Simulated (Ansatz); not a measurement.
This script drives Ansatz 0.2.0, Python API.

`methods.py`:
```python
# -*- coding: utf-8 -*-
from pathlib import Path

import ansatz as az
import numpy as np

BASIS_SET = "def2-SVP"


def main():
    mol = (
        az.Crystal.molecule()
        .atom("O", (-1.3681, 0.6575, -0.4441))
        .atom("C", (-0.1466, 0.6352, 0.1182))
        .atom("As", (0.9254, -0.6969, -0.8399))
        .atom("H", (-1.7927, -0.141, -0.2307))
        .atom("H", (-0.2132, 0.3689, 1.1801))
        .atom("H", (0.3453, 1.6459, 0.0271))
        .atom("H", (0.2388, -1.8885, -0.138))
        .atom("H", (2.1032, -0.6383, 0.2716))
    )

    setup = mol.calculation().basis(gaussian=BASIS_SET)

    print("functional    E (Ha)        dipole (D)   HOMO (eV)  LUMO (eV)")
    for name in ["lda", "r2scan", "r2scan0", "pbe0", "hse06"]:
        data = setup.functional(name).forces().orbitals().run(threads=1, runs_dir="runs").report
        lines = Path(data["orbitals_path"]).read_text().splitlines()
        field_of = lambda key: [line.split("=")[1].strip() for line in lines if line.startswith(key)]
        orbitals = [(27.211386 * float(e), s, float(n)) for e, s, n in zip(field_of("Ene="), field_of("Spin="), field_of("Occup="))]
        homo = max(e for e, _, n in orbitals if n > 0.5)
        lumo = min(e for e, _, n in orbitals if n < 0.5)
        dipole = 4.803205 * np.linalg.norm(data["charge_distribution"]["dipole_moment_e_ang"])
        print(f"{name:10s} {data['free_energy_ev'] / 27.211386246:14.6f} {dipole:9.3f} {homo:11.3f} {lumo:10.3f}")


if __name__ == "__main__":
    main()
```

It is started by `python methods.py`. Estimate its wall time and peak memory on 1 thread of AMD EPYC 7571 (shared host).

It took about 39 s, with a peak of 0.26 GiB, for 5 runs of the engine.

```console
$ python methods.py
functional    E (Ha)        dipole (D)   HOMO (eV)  LUMO (eV)
lda          -2347.583989     1.625      -5.731     -0.786
r2scan       -2351.739610     1.591      -5.972     -0.369
r2scan0      -2351.710858     1.623      -7.197      0.378
pbe0         -2351.408540     1.566      -6.985      0.227
hse06        -2351.404562     1.569      -6.586     -0.154
```

Total energies depend on the basis set; only differences at equal settings carry meaning. The geometry is a force-field or estimated start, not a minimum of this method, and the basis set is short of its limit. A lower total doesn't mark the better method: functionals have no common bound, and MP2 and coupled cluster aren't variational. Levels such as HOMO and LUMO are orbital energies: with these approximate functionals they aren't the ionisation energy and electron affinity, and their gap isn't the fundamental gap. hse06 follows the composition of plane-wave codes, whose totals differ by tens of mHa, up to about 0.1 Ha, from the form usual in Gaussian-basis programs (wpbeh).
